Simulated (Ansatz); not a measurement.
The system is Ta3AsAu2O13.

```
Ta As Au O
1.0
     5.45204    0.00000    0.00000
    -2.72602    4.72161    0.00000
     0.00000    0.00000    9.57902
Ta As Au O
3 1 2 13
Direct
  0.00000 0.00000 0.19408
  0.00000 0.00000 0.80592
  0.66667 0.33333 0.00000
  0.00000 0.00000 0.50000
  0.33333 0.66667 0.27428
  0.33333 0.66667 0.72572
  0.00000 0.00000 0.00000
  0.23947 0.97129 0.36402
  0.02871 0.26818 0.36402
  0.73182 0.76053 0.36402
  0.23947 0.97129 0.63598
  0.02871 0.26818 0.63598
  0.73182 0.76053 0.63598
  0.38452 0.33425 0.85844
  0.66575 0.05026 0.85844
  0.94974 0.61548 0.85844
  0.38452 0.33425 0.14156
  0.66575 0.05026 0.14156
  0.94974 0.61548 0.14156
```

The cell was built by a generator and needn't be a form met in nature.

```yaml
Program: Ansatz 0.2.0
Task: relaxation of cell and atoms
Functional: r2SCAN
Dispersion: D4
Potentials_or_basis: Ansatz PAW soft_1
Cutoff: "500 eV (not typed: the program's choice for these potentials)"
k_mesh: 4 × 4 × 2
Occupations: fermi-dirac, width 0.05 eV
Spin: no spin polarisation
```

At the start: volume 12.98 Å³/atom.

**Question.** How do energy, volume and symmetry change on relaxing?

**Answer.** It ends after 8 steps and the volume is 12.43 Å³/atom (-4.2 %); space group P-6 (No. 174, to 0.05 Å).

The path:
```csv
step,energy change (eV),largest force (eV/Å),volume (Å³)
1,0.0000,0.3043,246.59
2,-0.2359,0.2865,235.61
3,-0.2546,0.0953,235.60
4,-0.2581,0.0659,235.81
5,-0.2588,0.0470,235.92
6,-0.2594,0.0101,236.16
7,-0.2594,0.0042,236.17
8,-0.2523,0.0048,236.17
```

Final structure:
```
CELL_PARAMETERS angstrom
5.37393 0.00000 0.00000
-2.68696 4.65396 0.00000
0.00000 0.00000 9.44317
ATOMIC_POSITIONS crystal
Ta 0.00000 0.00000 0.19602
Ta 0.00000 0.00000 0.80398
Ta 0.66667 0.33333 0.00000
As 0.00000 0.00000 0.50000
Au 0.33333 0.66667 0.27094
Au 0.33333 0.66667 0.72906
O 0.00000 0.00000 0.00000
O 0.23783 0.96472 0.36585
O 0.03528 0.27311 0.36585
O 0.72689 0.76217 0.36585
O 0.23783 0.96472 0.63415
O 0.03528 0.27311 0.63415
O 0.72689 0.76217 0.63415
O 0.38589 0.33934 0.85769
O 0.66066 0.04654 0.85769
O 0.95346 0.61411 0.85769
O 0.38589 0.33934 0.14231
O 0.66066 0.04654 0.14231
O 0.95346 0.61411 0.14231
```

Caveat: the plane-wave basis is chosen anew once the cell has moved, so the energies of steps on either side of that aren't comparable; pairwise dispersion overbinds metals, which lowers pressure and volume; the PAW data sets come from PBE, with cores solved anew for the run's functional, which leaves a small shift of forces and pressure.
